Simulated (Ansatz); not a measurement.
# GeH₃F + H₂O₂: a complex and its separated parts

The complex below is one end of an elementary step. How strongly is it bound against its free parts?

Method: PBE0-D4/def2-TZVP structures, single points in def2-TZVPP, no counterpoise correction; program: Ansatz 0.2.0, Gaussian basis.

Levels: SPW92, PBE-D4, BLYP-D4, r2SCAN-D4, B97M-V, PBE0-D4, B3LYP-D4, r2SCAN0-D4, BHLYP-D4, CAM-B3LYP-D4, wB97X-V, wB97M-V, B2PLYP, PBE-QIDH, RPA on PBE, Hartree-Fock, MP2, CCSD, CCSD(T).

Cores are frozen in the correlated methods. Filled d shells of the heavier atoms are correlated. B3LYP uses VWN-RPA correlation. B2PLYP carries no dispersion term here.

21 further runs of the same task are left out: 21 set aside as unsound or not needed.

**1. The starting structure**

The complex: 9 atoms, charge 0, spin multiplicity 1.

Atoms are counted from 1 here; the program's logs count them from 0.

Bond lengths: Ge1–F2 1.763 Å, Ge1–H3 1.535 Å, Ge1–H4 1.527 Å, Ge1–H5 1.529 Å, H6–O7 0.972 Å, O7–O8 1.426 Å, O8–H9 0.965 Å. Angles: F2–Ge1–H3 103.6°, F2–Ge1–H4 106.5°, F2–Ge1–H5 106.3°, H3–Ge1–H4 112.9°, H3–Ge1–H5 112.2°, H4–Ge1–H5 114.4°, H6–O7–O8 100.3°, O7–O8–H9 101.4°.

As a file:

```
atom    x (Å)    y (Å)    z (Å)
 Ge1  -1.0398  -1.0402   0.0840
  F2   0.6966  -1.2178   0.3301
  H3  -1.5898  -2.4433   0.3757
  H4  -1.5160   0.0047   1.0909
  H5  -1.2259  -0.6387  -1.3800
  H6   1.6012   0.4023   0.5193
  O7   1.6614   1.3708   0.4647
  O8   0.5068   1.6552  -0.3216
  H9   0.9055   1.9071  -1.1631
```

Its parts: GeH₃F holds atoms 1, 2, 3, 4, 5; H₂O₂ holds atoms 6, 7, 8, 9. Each part counts its atoms afresh in its own runs.

**2. Relaxing GeH₃F alone**

Contents of relax-a/in.yaml:

```yaml
crystal:
  periodic: [false, false, false]
  atoms:
    - {symbol: Ge, position_ang: [-1.039802, -1.040200, 0.084016]}
    - {symbol: F, position_ang: [0.696646, -1.217815, 0.330120]}
    - {symbol: H, position_ang: [-1.589755, -2.443285, 0.375711]}
    - {symbol: H, position_ang: [-1.515954, 0.004727, 1.090920]}
    - {symbol: H, position_ang: [-1.225948, -0.638742, -1.379994]}
basis:
  gaussian: {orbitals: def2-TZVP}
hamiltonian: {xc: pbe0, dispersion: d4}
relax: {f_tol: 0.005, max_steps: 200}
```

The command line of these runs was not kept.

After this run come: Relaxing H₂O₂ alone; wB97M-V/def2-TZVPP; CCSD(T)/def2-TZVPP; Vibrations of GeH₃F; Vibrations of H₂O₂.

What does the calculation give? Wanted: complex less parts, CCSD(T)/def2-TZVPP; with zero-point energy; largest T1 diagnostic.

The runs gave:

| quantity | value |
| --- | --- |
| complex less parts, CCSD(T)/def2-TZVPP | -28.8 kJ/mol |
| with zero-point energy | -22.7 kJ/mol |
| largest T1 diagnostic | 0.012 |

**Reading.** At CCSD(T) the complex lies 28.8 kJ/mol below its parts. Among the functionals PBE0-D4 lands nearest to CCSD(T) (-0.2 kJ/mol) and SPW92 farthest (-15.1 kJ/mol). Mean unsigned error by rung: LDA 15.1, GGA 1.2, meta-GGA 1.4, hybrid 1.4, range-separated hybrid 2.4, double hybrid 2.6 kJ/mol. PBE-D4 gives a relative energy 1.4 kJ/mol too low, inside chemical accuracy (1 kcal/mol, 4.2 kJ/mol). No counterpoise was applied, and triple zeta lacks some correlation, so the CCSD(T) reference has a basis error of its own, and close matches with it are partly luck.
